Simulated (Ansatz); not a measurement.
# Cu7Ag5Pb4Au4: the cost of one run

Method: DFT PBE, scalar-relativistic, plane waves, PAW, in Ansatz 0.2.0.

### 1 The starting structure

The cell holds 20 atoms (Ag5Au4Cu7Pb4): a = 7.282 Å, b = 7.282 Å, c = 7.282 Å, α = 80.92°, β = 80.92°, γ = 80.92°.

The sites of an ideal bcc lattice, at a guessed lattice constant, take 4 Pb, 7 Cu, 5 Ag, 4 Au (sublattices apart by semicolons), with a shake of 0.02 Å. Warren-Cowley parameters of the first shell (negative: unlike neighbours preferred): Ag-Au -0.50, Ag-Cu -0.07, Ag-Pb -0.38, Au-Cu -0.07, Au-Pb -0.25, Cu-Pb +0.20. In a cell this small the draw can fall short of the order aimed at.

Its coordinates follow in the input file.

### 2 Relaxing on a coarse mesh

A cheap relaxation: coarse mesh, no symmetry, loose thresholds.

input.yaml

```yaml
crystal:
  lattice:
    - [-5.01180543, 5.01180543, -1.67060181]
    - [-5.01180543, -1.67060181, 5.01180543]
    - [1.67060181, 5.01180543, 5.01180543]
  atoms:
    - { symbol: Cu, position: [0.4979447057, 0.4991824024, 0.0027141962] }
    - { symbol: Cu, position: [0.5987493948, 0.1043381097, 0.0965006307] }
    - { symbol: Cu, position: [0.2010857692, 0.2055609855, 0.2010105259] }
    - { symbol: Cu, position: [0.0039755837, 0.503875381, 0.4987283218] }
    - { symbol: Cu, position: [0.2957199794, 0.3013065145, 0.8002196167] }
    - { symbol: Cu, position: [0.9050684272, 0.4029403864, 0.8998682656] }
    - { symbol: Cu, position: [0.4014924206, 0.8959788086, 0.9028176343] }
    - { symbol: Ag, position: [0.9974485064, 0.0031254424, 0.0031627633] }
    - { symbol: Ag, position: [0.7995683914, 0.3023440386, 0.2993402143] }
    - { symbol: Ag, position: [0.2994596686, 0.800549838, 0.3030658888] }
    - { symbol: Ag, position: [0.0997857768, 0.1027359576, 0.5947752503] }
    - { symbol: Ag, position: [0.5996220207, 0.6022030556, 0.6022461352] }
    - { symbol: Au, position: [0.6994731358, 0.6969360149, 0.1978455886] }
    - { symbol: Au, position: [0.3998723763, 0.3949924641, 0.4008719241] }
    - { symbol: Au, position: [0.7050219359, 0.2004640275, 0.7001295338] }
    - { symbol: Au, position: [0.200040737, 0.7012098429, 0.7017735786] }
    - { symbol: Pb, position: [0.1024829851, 0.5984915956, 0.0958710028] }
    - { symbol: Pb, position: [0.5005399396, 0.9978193974, 0.5000446081] }
    - { symbol: Pb, position: [0.9012246042, 0.900845135, 0.4003099299] }
    - { symbol: Pb, position: [0.7954165956, 0.7969534677, 0.8051369318] }
  symmetry: { detect: false }
basis:
  ecutwfc: 420
kpoints:
  mp_grid: { grid: [2, 2, 2], shift: [0.5, 0.5, 0.5] }
hamiltonian:
  xc: pbe
scf:
  occupations: { method: gaussian, width: 0.1 }
  lower_state_search: "off"
output:
  forces: true
  stress: true
  eigenvalues: true
relax:
  adjacent_minimum: "off"
  f_tol: 0.04
  max_steps: 50
  cell: { stress_tol: 0.3 }
```

Command:

```bash
ansatz run input.yaml --threads 4 --pin off --max-ram 9216MiB --backend cpu --events-out ev --progress --plain --runs-dir out
```

What time and memory should one allow on 4 threads of Intel Xeon at 2.50GHz (Skylake/Cascade Lake), shared host?

About 16 min, with a peak of 1.9 GiB.
